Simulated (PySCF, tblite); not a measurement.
# C6HF3O3S: excited states

Aim: compute the excited states of C6HF3O3S (`C#Cc1c(S(=O)(=O)C(F)(F)F)c1=O`).

Computed with tblite 0.8.0 and PySCF 2.14.0 and routines of our own; the level stands in each step. Atoms count from 0.

### 1 The starting structure

14 atoms, charge 0, multiplicity 1; geometry from: force field or distance geometry start.

### 2 Geometry optimisation with GFN2-xTB

Job settings and geometry (Å):

```
{"job": {"kind": "relax", "xc": "GFN2-xTB", "basis": "xTB"}, "charge": 0, "multiplicity": 1}
C      3.599400     0.780100    -0.693800
C      2.622800     0.153500    -0.291800
C      1.506300    -0.605500     0.179200
C      0.126600    -0.705900     0.197600
S     -1.507000    -0.201100    -0.175400
O     -2.375500    -1.419600    -0.204300
O     -1.524500     0.513500    -1.503800
C     -2.065000     0.900700     1.115200
F     -3.346800     1.291300     0.799900
F     -2.151300     0.265500     2.342000
F     -1.291900     2.041400     1.149900
C      0.907400    -1.662800     0.854100
O      1.072200    -2.699900     1.552000
H      4.426400     1.348200    -1.063000
```

The run is started by

```
> OMP_NUM_THREADS=1 python excited_run.py task.json out
```

One launch serves the whole session: the jobs run in the order shown.

Log:

```text
step      E/eV     max force
  0   -1163.04517    8.348
  1   -1163.10789   18.837
  2   -1163.97942    3.813
  3   -1164.12699    1.921
  4   -1164.20401    0.840
  5   -1164.20781    1.897
  6   -1164.23340    0.475
  7   -1164.24212    0.437
  8   -1164.25031    0.387
  9   -1164.25471    0.220
 10   -1164.26155    0.319
 11   -1164.26942    0.405
 12   -1164.27421    0.258
 13   -1164.27753    0.232
 14   -1164.28038    0.203
 15   -1164.28373    0.244
 16   -1164.28664    0.179
 17   -1164.28976    0.154
 18   -1164.29333    0.196
 19   -1164.29692    0.230
 20   -1164.29943    0.155
 21   -1164.30094    0.102
 22   -1164.30206    0.120
 23   -1164.30319    0.152
 24   -1164.30433    0.118
 25   -1164.30533    0.096
 26   -1164.30614    0.071
 27   -1164.30688    0.083
 28   -1164.30767    0.081
 29   -1164.30864    0.110
 30   -1164.30984    0.099
 31   -1164.31119    0.134
 32   -1164.31247    0.138
 33   -1164.31362    0.103
 34   -1164.31478    0.084
 35   -1164.31618    0.127
 36   -1164.31784    0.149
 37   -1164.31945    0.113
 38   -1164.32075    0.094
 39   -1164.32168    0.090
 40   -1164.32246    0.072
 41   -1164.32335    0.078
 42   -1164.32423    0.073
 43   -1164.32488    0.061
 44   -1164.32531    0.053
 45   -1164.32569    0.054
 46   -1164.32618    0.062
 47   -1164.32674    0.060
 48   -1164.32711    0.037
 49   -1164.32728    0.033
 50   -1164.32736    0.033
 51   -1164.32746    0.029
 52   -1164.32756    0.023
 53   -1164.32765    0.023
 54   -1164.32768    0.017
 55   -1164.32771    0.012
 56   -1164.32774    0.015
 57   -1164.32777    0.014
 58   -1164.32779    0.016
 59   -1164.32782    0.017
 60   -1164.32787    0.026
 61   -1164.32796    0.044
 62   -1164.32806    0.040
 63   -1164.32816    0.030
 64   -1164.32822    0.023
 65   -1164.32829    0.029
 66   -1164.32841    0.061
 67   -1164.32857    0.070
 68   -1164.32873    0.053
 69   -1164.32882    0.019
 70   -1164.32887    0.015
 71   -1164.32890    0.026
 72   -1164.32895    0.027
 73   -1164.32900    0.020
 74   -1164.32906    0.020
 75   -1164.32915    0.030
 76   -1164.32930    0.064
 77   -1164.32954    0.084
 78   -1164.32977    0.072
 79   -1164.32993    0.028
 80   -1164.33002    0.025
 81   -1164.33007    0.022
 82   -1164.33010    0.016
 83   -1164.33013    0.008
```

It took 0.62 s on 1 thread of Arm Neoverse V2, shared host.

Along the way: (not every step is listed)

```csv
step,energy from step 0 (eV),largest force (eV/Å)
0,0.0000,8.3481
1,-0.0627,18.8371
2,-0.9342,3.8125
3,-1.0818,1.9209
4,-1.1588,0.8396
5,-1.1626,1.8974
6,-1.1882,0.4754
7,-1.1970,0.4375
8,-1.2051,0.3865
15,-1.2386,0.2444
22,-1.2569,0.1197
29,-1.2635,0.1100
36,-1.2727,0.1490
43,-1.2797,0.0610
50,-1.2822,0.0331
57,-1.2826,0.0136
64,-1.2831,0.0227
71,-1.2837,0.0263
78,-1.2846,0.0720
79,-1.2848,0.0281
80,-1.2849,0.0247
81,-1.2849,0.0222
82,-1.2849,0.0159
83,-1.2850,0.0084
```

Close pairs (by a distance rule), those that changed most:

```csv
bond,before (Å),after (Å),change (Å)
S4–C7,1.786,1.893,+0.107
S4–O6,1.509,1.425,-0.084
C11–O12,1.261,1.179,-0.081
S4–O5,1.497,1.421,-0.075
C2–C11,1.390,1.465,+0.075
C1–C2,1.430,1.368,-0.062
C7–F8,1.377,1.320,-0.057
C7–F9,1.384,1.328,-0.056
```

The final coordinates are the input of the step that follows.

### 3 Vibrational analysis with GFN2-xTB

Job settings and geometry (Å):

```
{"job": {"kind": "ir", "xc": "GFN2-xTB", "basis": "xTB"}, "charge": 0, "multiplicity": 1}
C      3.306468     0.850129    -0.716904
C      2.374664     0.198366    -0.310762
C      1.382176    -0.591956     0.201813
C      0.051230    -0.879870     0.267879
S     -1.492531    -0.271043    -0.367440
O     -2.459731    -1.310394    -0.434474
O     -1.246317     0.562064    -1.496561
C     -1.955020     0.865598     1.074539
F     -3.088696     1.502852     0.850322
F     -2.059291     0.154205     2.191067
F     -0.975416     1.753758     1.239448
C      0.918519    -1.697150     1.044715
O      1.147281    -2.574836     1.798544
H      4.095986     1.437805    -1.084328
```

Log:

```text
mode    cm-1     km/mol
  1      -8.5      1.66
  2      24.7      0.18
  3      44.5      0.91
  4      64.6      2.00
  5     123.3      5.62
  6     126.7      4.37
  7     134.6      6.90
  8     181.7      2.78
  9     259.5      0.92
 10     274.9      5.69
 11     277.6      6.51
 12     315.0      1.64
 13     344.7      7.35
 14     395.8     40.21
 15     442.1     35.33
 16     471.0     22.12
 17     472.2      8.56
 18     514.8    162.74
 19     533.7     74.98
 20     551.0     62.11
 21     563.5    246.05
 22     618.9     18.44
 23     667.0     18.26
 24     684.4     23.31
 25     713.5      2.75
 26    1006.8     12.97
 27    1056.4    210.67
 28    1099.1     26.02
 29    1110.3    172.43
 30    1137.5     50.18
 31    1167.5    457.41
 32    1310.4    462.65
 33    1667.2    141.92
 34    2088.8   1090.50
 35    2197.4     74.48
 36    3379.3     59.43
```

Wall time 0.56 s (1 thread of Arm Neoverse V2, shared host).

Which atoms move in the most intense modes:

```csv
cm⁻¹,km/mol,atoms
515,162.7,"S4 25 %, C3 17 %, C2 16 %"
564,246.1,"S4 44 %, C11 17 %"
1056,210.7,"C7 45 %, F10 13 %"
1110,172.4,"C7 66 %, F9 16 %"
1168,457.4,"C7 25 %, O6 24 %, O5 21 %, S4 17 %"
1310,462.6,"S4 44 %, O5 30 %, O6 25 %"
1667,141.9,"C2 55 %, C3 32 %"
2089,1090.5,"C11 64 %, O12 22 %"
```

### 4 Excited states: TDA PBE0/def2-SVP

Settings changed since step 3:

```diff
@@ -1,2 +1,2 @@
-{"job": {"kind": "ir", "xc": "GFN2-xTB", "basis": "xTB"}, "charge": 0, "multiplicity": 1}
+{"job": {"kind": "states", "xc": "PBE0", "basis": "def2-SVP", "tda": true, "soc": true, "nstates": 8, "ntriplets": 5, "nquad": 4}, "charge": 0, "multiplicity": 1}
 C      3.306468     0.850129    -0.716904
```

Method: TDA PBE0/def2-SVP excited states, vertical, gas phase, spin-orbit mean-field couplings.

Log:

```text
coarse grid: 15280 points
cycle   1  E = -1150.0336435560  dE =  3.600e+00  |g| = 1.698e+00  |ddm| = 5.279e+00
cycle   2  E = -1145.9750094096  dE =  4.059e+00  |g| = 4.531e+00  |ddm| = 6.320e+00
cycle   3  E = -1150.4542027903  dE = -4.479e+00  |g| = 7.926e-01  |ddm| = 5.394e+00
cycle   4  E = -1150.5859908758  dE = -1.318e-01  |g| = 2.613e-01  |ddm| = 1.293e+00
cycle   5  E = -1150.5956308641  dE = -9.640e-03  |g| = 1.317e-01  |ddm| = 3.620e-01
cycle   6  E = -1150.5992814135  dE = -3.651e-03  |g| = 4.212e-02  |ddm| = 1.591e-01
cycle   7  E = -1150.5996461934  dE = -3.648e-04  |g| = 2.043e-02  |ddm| = 5.188e-02
cycle   8  E = -1150.5997374959  dE = -9.130e-05  |g| = 4.261e-03  |ddm| = 2.440e-02
cycle   9  E = -1150.5997414457  dE = -3.950e-06  |g| = 1.272e-03  |ddm| = 6.700e-03
final grid: 152808 points
cycle  10  E = -1150.7574750779  dE = -1.549e-05  |g| = 1.386e-02  |ddm| = 3.698e-02
cycle  11  E = -1150.7573781784  dE =  9.690e-05  |g| = 2.619e-02  |ddm| = 4.416e-02
cycle  12  E = -1150.7575121155  dE = -1.339e-04  |g| = 3.345e-03  |ddm| = 3.205e-02
cycle  13  E = -1150.7575146323  dE = -2.517e-06  |g| = 7.700e-04  |ddm| = 4.687e-03
cycle  14  E = -1150.7575147791  dE = -1.468e-07  |g| = 2.208e-04  |ddm| = 8.821e-04
cycle  15  E = -1150.7575147890  dE = -9.858e-09  |g| = 1.092e-04  |ddm| = 2.901e-04
cycle  16  E = -1150.7575147917  dE = -2.731e-09  |g| = 2.114e-05  |ddm| = 1.249e-04
cycle  17  E = -1150.7575147918  dE = -9.413e-11  |g| = 9.624e-06  |ddm| = 3.762e-05
converged SCF energy = -1150.7575147918

Singlet excitations
state   eV       nm        f     d(h-e)  d(exc)  Lambda  PR(NTO)  |dmu|/D   mu/D   main configurations
  1   2.9471   420.7   0.00016   1.135   3.256   0.465   1.009    2.462    3.372   H->L 0.99
  2   4.5096   274.9   0.00039   0.469   2.991   0.437   1.056    1.431    5.686   H-2->L 0.71, H-3->L 0.15, H-4->L 0.09
  3   4.9985   248.0   0.14074   0.567   3.173   0.680   1.663    1.350    4.115   H-1->L 0.71, H->L+2 0.11, H->L+1 0.10
  4   5.1212   242.1   0.00552   2.344   3.749   0.424   1.073    7.012    5.049   H-3->L 0.62, H-2->L 0.25, H-4->L 0.09
  5   5.2989   234.0   0.00714   0.364   2.958   0.561   1.132                     H->L+1 0.65, H->L+2 0.23
  6   5.3379   232.3   0.00486   2.509   3.835   0.369   1.029                     H-4->L 0.76, H-3->L 0.17
  7   5.8408   212.3   0.00228   2.727   3.830   0.285   1.017                     H-5->L 0.94
  8   6.2575   198.1   0.02964   1.597   3.548   0.583   1.200                     H-6->L 0.66, H-7->L 0.21

Triplet excitations (Tamm-Dancoff)
state   eV     d(h-e)  d(exc)  Lambda  PR(NTO)   main configurations
  1   2.5877   1.087   3.171   0.464   1.016   H->L 0.98
  2   3.2469   0.337   2.875   0.720   1.050   H-1->L 0.95
  3   4.1807   0.481   2.836   0.438   1.145   H-2->L 0.65, H-3->L 0.14, H-4->L 0.12
  4   4.7810   1.428   3.343   0.481   1.883   H-3->L 0.37, H->L+1 0.30, H-2->L 0.23
  5   4.9120   0.649   3.191   0.507   1.925   H->L+1 0.47, H-3->L 0.32
S1 - T1 = 0.3594 eV

Spin-orbit couplings |<S|Hso|T>| (cm-1)
             T1       T2       T3       T4       T5
S0        7.574    0.579    3.998   24.129   26.639
S1        0.153   16.002    6.981   11.632    6.900
S2        6.812    8.297    0.342    5.083    3.600
S3       18.699    1.571    7.654   10.572    9.593
S4       14.017    8.656    4.614    4.787    4.102
S5        5.173    1.182    1.836    1.857    1.183
S6       12.495    7.402    5.425   26.105   18.082
S7        6.276    2.425   12.602   10.213    6.204
S8        9.532    3.165   11.636   24.355   19.568
T1 sublevels (cm-1): 0.000 0.003 0.033   radiative rates (1/s): 1.6 9.64 110
```

Wall time 46 s (1 thread of Arm Neoverse V2, shared host); peak memory 0.84 GiB.

In short:

```csv
quantity,value
S1 less T1,0.36 eV
```

### 5 Outcome

| quantity | value |
| --- | --- |
| strongest single infrared mode (GFN2-xTB) | 2089 cm⁻¹, 1090 km/mol |
| zero-point energy (GFN2-xTB) | 37.2 kcal/mol |
| S1 less T1 (step 4, TDA PBE0/def2-SVP) | 0.36 eV |

In words: The lowest mode is slightly imaginary (8i cm⁻¹), a soft motion within the noise of the Hessian, so the minimum is not strictly shown. The strongest single mode, at 2089 cm⁻¹, moves mainly C11. GFN2-xTB is a fitted tight-binding method: band positions and strengths are rough. Its intensities can rank the bands wrongly. In step 4, the number of triplets below S1 is 1, and the largest singlet-triplet spin-orbit coupling is S0–T5, 26.64 cm⁻¹.
